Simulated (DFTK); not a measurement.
# Ni (Fm-3m) in DFTK: reference runs

How does Ni come out in PBEsol? The cell is run as given.

Everything below comes from runs of DFTK 0.8.2. Logs are shortened: lines on timing, memory, paths and dates and some standing lists are left out, and cuts for length are marked.

### 1 The crystal as given

The structure is cubic, space group Fm-3m (No. 225). The conventional cell has a = 3.475 Å, b = 3.475 Å, c = 3.475 Å, α = 90.00°, β = 90.00°, γ = 90.00°. Around Ni (site symmetry m-3m) lie 12 Ni at 2.46 Å.

### 2 Single point, PBEsol, collinear spin, ferromagnetic start

File run.jl:

```julia
using DFTK
using PseudoPotentialData
using Unitful, UnitfulAtomic
using LinearAlgebra, Printf
include("save.jl")
disable_threading()

# lattice vectors are the columns
lattice = austrip(1u"Å") * [           0.0    1.737572933    1.737572933;
              1.737572933            0.0    1.737572933;
              1.737572933    1.737572933            0.0]
symbols   = [:Ni]
positions = [[0.0, 0.0, 0.0]]
pseudopotentials = PseudoFamily("dojo.nc.sr.pbesol.v0_4_1.standard.upf")
elements = Dict(s => ElementPsp(s, pseudopotentials) for s in unique(symbols))
atoms    = [elements[s] for s in symbols]
magnetic_moments = [1.0]

build_model(lattice, positions; symmetries=true) =
    model_DFT(lattice, atoms, positions;
              functionals=PBEsol(),
              magnetic_moments,
              spin_polarization=:collinear,
              temperature=austrip(0.05u"eV"),
              smearing=Smearing.FermiDirac(),
              symmetries)
Ecut  = 49.0  # hartree
kgrid = [13, 13, 13]
tol   = 1e-6
to_GPa = ustrip(uconvert(u"GPa", 1u"hartree/bohr^3"))

model = build_model(lattice, positions)
basis = PlaneWaveBasis(model; Ecut, kgrid)
display(basis)
scfres = self_consistent_field(basis;
                               tol,
                               ρ=guess_density(basis, magnetic_moments),
                               nbandsalg=AdaptiveBands(model; n_bands_converge=14))
display(scfres.energies)
@printf "Fermi level: %.6f eV\n" ustrip(auconvert(u"eV", something(scfres.εF, NaN)))
forces = compute_forces_cart(scfres)
println("Forces (eV/Å)")
for (s, f) in zip(symbols, forces)
    @printf "%-3s %12.6f %12.6f %12.6f\n" s ustrip.(auconvert.(u"eV/Å", f))...
end
stress = compute_stresses_cart(scfres)
println("Stress (GPa)")
display(round.(stress * to_GPa; digits=4))
@printf "Total moment: %.4f μB\n" sum(spin_density(scfres.ρ)) * scfres.basis.dvol
println("Levels at the first k-point (eV): ", round.(ustrip.(auconvert.(u"eV", scfres.eigenvalues[1][1:scfres.n_bands_converge])); digits=4))
save_scf!(scfres; forces, stress)
```

Potentials or basis: dojo.nc.sr.pbesol.v0_4_1.standard.upf (PBEsol).

The run is started by

```
julia --threads=1 run.jl  # save.jl only writes the numbers to a file and isn't shown; printed stress counts tension as positive; times include loading and compiling
```

Output:

```text
PlaneWaveBasis discretization:

    Ecut                 : 49.0 Ha
    fft_size             : (32, 32, 32), 32768 total points
    kgrid                : MonkhorstPack([13, 13, 13])
    num.   red. kpoints  : 2197
    num. irred. kpoints  : 84

    Discretized Model(gga_x_pbe_sol+gga_c_pbe_sol, 3D):
        lattice (in Bohr)    : [0         , 3.28354   , 3.28354   ]
                               [3.28354   , 0         , 3.28354   ]
                               [3.28354   , 3.28354   , 0         ]
        unit cell volume     : 70.804 Bohr³

        atoms                : Ni
        pseudopot. family    : PseudoFamily("dojo.nc.sr.pbesol.v0_4_1.standard.upf")

        num. electrons       : 18
        spin polarization    : collinear
        temperature          : 0.0018375 Ha
        smearing             : DFTK.Smearing.FermiDirac()

        terms                : Kinetic()
                               AtomicLocal()
                               AtomicNonlocal()
                               Ewald(nothing)
                               PspCorrection()
                               Hartree()
                               Xc(gga_x_pbe_sol, gga_c_pbe_sol)
                               Entropy()
n     Energy            log10(ΔE)   log10(Δρ)   Magnet   |Magn|   Diag   Δtime
---   ---------------   ---------   ---------   ------   ------   ----   ------
  1   -167.6497966841                   -1.00    0.668    0.709    4.3    11.2s
  2   -167.6510596560       -2.90       -1.41    0.640    0.705    1.0    3.65s
  3   -167.6513715560       -3.51       -1.73    0.632    0.709    1.7    3.81s
  4   -167.6514196253       -4.32       -2.28    0.631    0.713    1.1    3.42s
  5   -167.6514263610       -5.17       -2.93    0.631    0.714    1.8    4.07s
  6   -167.6514267004       -6.47       -3.44    0.631    0.714    1.8    4.67s
  7   -167.6514267167       -7.79       -3.81    0.631    0.714    1.6    3.89s
  8   -167.6514267200       -8.49       -4.33    0.631    0.714    1.2    3.52s
  9   -167.6514267201       -9.90       -5.11    0.631    0.714    1.7    3.68s
 10   -167.6514267201      -10.66       -5.41    0.631    0.714    2.3    4.28s
 11   -167.6514267201      -11.50       -5.90    0.631    0.714    1.2    4.17s
 12   -167.6514267201   +  -12.50       -6.47    0.631    0.714    1.9    3.99s
Energy breakdown (in Ha):
    Kinetic             78.8520821
    AtomicLocal         -136.2760682
    AtomicNonlocal      -26.5313292
    Ewald               -113.1017656
    PspCorrection       4.9756225
    Hartree             45.6615800
    Xc                  -21.2310690
    Entropy             -0.0004794

    total               -167.651426720110
Fermi level: 11.753276 eV
Forces (eV/Å)
Ni      0.000000     0.000000     0.000000
Stress (GPa)
3×3 StaticArraysCore.SMatrix{3, 3, Float64, 9} with indices SOneTo(3)×SOneTo(3):
 2.4344   0.0      0.0
 0.0      2.4344  -0.0
 0.0     -0.0      2.4344
Total moment: 0.6313 μB
Levels at the first k-point (eV): [-91.668, -52.071, -52.071, -52.071, 2.3504, 9.1765, 9.1765, 9.1765, 10.434, 10.434, 35.5644, 39.7407, 39.7407, 39.7407]
```

Run time: 1.9 min. Hardware: 1 thread of Intel Xeon 6975P-C (Granite Rapids), shared host; peak memory 1.8 GiB.

What came out:

| Quantity | Value |
| --- | --- |
| Free energy | -4562.0277 eV |
| Pressure | -2.4 GPa |
| Band gap on the k mesh | none (metal or under the smearing width) |
| Net moment | 0.63 μB per cell |
| Absolute moment | 0.71 μB per cell |
| Site moments | Ni +0.63 μB |

Levels at points of the mesh, in eV from the Fermi level:
Spin up:
```
           k point  band 6  band 7  band 8  band 9  band 10  band 11  band 12  band 13
(0.00, 0.00, 0.00)   -2.58   -2.58   -2.58   -1.32    -1.32    23.81    27.99    27.99
```
Spin down:
| k point | band 6 | band 7 | band 8 | band 9 | band 10 | band 11 | band 12 | band 13 |
| --- | --- | --- | --- | --- | --- | --- | --- | --- |
| (0.00, 0.00, 0.00) | -1.82 | -1.82 | -1.82 | -0.67 | -0.67 | 23.70 | 27.98 | 27.98 |
